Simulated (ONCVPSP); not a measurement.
# Nickel: generating and testing an ONCV potential

Aim: build the potential from the settings below, then test how well it stands in for the atom: other configurations, scattering, ghost states and the plane-wave cutoff that it needs.

Method: ONCVPSP 4.0.1.1 (patched build), LDA (Perdew-Wang 92), scalar-relativistic.

**1. The design**

The settings as typed:

```
element                 : nickel (Ni, Z = 28)
type                    : optimised norm-conserving Vanderbilt (ONCV)
frozen core             : [Ne]
valence charge          : 18
reference configuration : 3s2 3p6 3d8 4s2
partial waves           : 3s+4s: rc 1.10 bohr, ncon 4, nbas 9, qcut 12.3 1/bohr, 2 projectors; 3p: rc 1.20 bohr, ncon 5, nbas 8, qcut 18.1 1/bohr, 2 projectors, debl 3.3 Ha; 3d: rc 1.45 bohr, ncon 3, nbas 8, qcut 10.3 1/bohr, 1 projector; f scattering state at 0.06 Ha: rc 1.30 bohr, ncon 4, nbas 8, qcut 9.4 1/bohr, 1 projector
local potential         : polynomial inside 0.80 bohr (lpopt 5, dvloc0 3 Ha)
core correction         : not asked for
```

**2. The generation run**

Ni.dat reads:

```
# ATOM AND REFERENCE CONFIGURATION
# atsym  z   nc   nv     iexc    psfile
  Ni 28.00    3    4  -001012      upf
#
#   n    l    f
    1    0    2.00
    2    0    2.00
    2    1    6.00
    3    0    2.00
    3    1    6.00
    3    2    8.00
    4    0    2.00
#
# PSEUDOPOTENTIAL AND OPTIMIZATION
# lmax
    3
#
#   l,   rc,      ep,       ncon, nbas, qcut
    0    1.10    0.00    4    9   12.30
    1    1.20    0.00    5    8   18.10
    2    1.45    0.00    3    8   10.30
    3    1.30    0.06    4    8    9.40
#
# LOCAL POTENTIAL
# lloc, lpopt,  rc(5),   dvloc0
    4    5    0.80    3.00
#
# VANDERBILT-KLEINMAN-BYLANDER PROJECTORs
# l, nproj, debl
    0    2    3.90
    1    2    3.30
    2    1    2.10
    3    1    1.00
#
# MODEL CORE CHARGE
# icmod, fcfact, rcfact
    0    0.00    0.00
#
# LOG DERIVATIVE ANALYSIS
# epsh1, epsh2, depsh
   -6.00    5.00    0.04
#
# OUTPUT GRID
# rlmax, drl
    6.00    0.01
#
# TEST CONFIGURATIONS
# ncnf
    4
# nvcnf
#   n    l    f
    4
    3    0    2.00
    3    1    6.00
    3    2    8.00
    4    0    1.00
#
    4
    3    0    2.00
    3    1    6.00
    3    2    8.00
    4    0    0.00
#
    4
    3    0    2.00
    3    1    6.00
    3    2    7.00
    4    0    0.00
#
    4
    3    0    2.00
    3    1    6.00
    3    2    8.50
    4    0    1.50
#
```

Run with:

```bash
oncvpsp.x < Ni.dat > Ni.out
```

**Question.** What will these runs give? Wanted: cutoffs for 1 and 0.1 mHa per electron, occupied waves; bound ghosts; GHOST(+) flags; largest test error; largest phase difference near zero energy, channels read.

**Answer**, as computed:

```
                                                quantity                         value
  cutoffs for 1 and 0.1 mHa per electron, occupied waves              91 Ha and 108 Ha
                                            bound ghosts                    none found
                                          GHOST(+) flags            none at low energy
                            largest test error (AE − PS)  -20 meV, for 3s2 3p6 3d7 4s0
largest phase difference near zero energy, channels read                     0.016 rad
```

The worst unpolarised test, 3s2 3p6 3d7 4s0, is off by 20 meV on 65.1 eV; by total energies transferability rates as good. The potential is very hard: the looser tolerance needs 91 Ha. At the looser tolerance the 3p wave is the slowest; 3s needs 51 Ha. No bound ghost shows below the valence levels. Near zero energy the phases of the channels with partial waves agree within 0.016 rad. These are tests on the free atom; a crystal test is still owed.
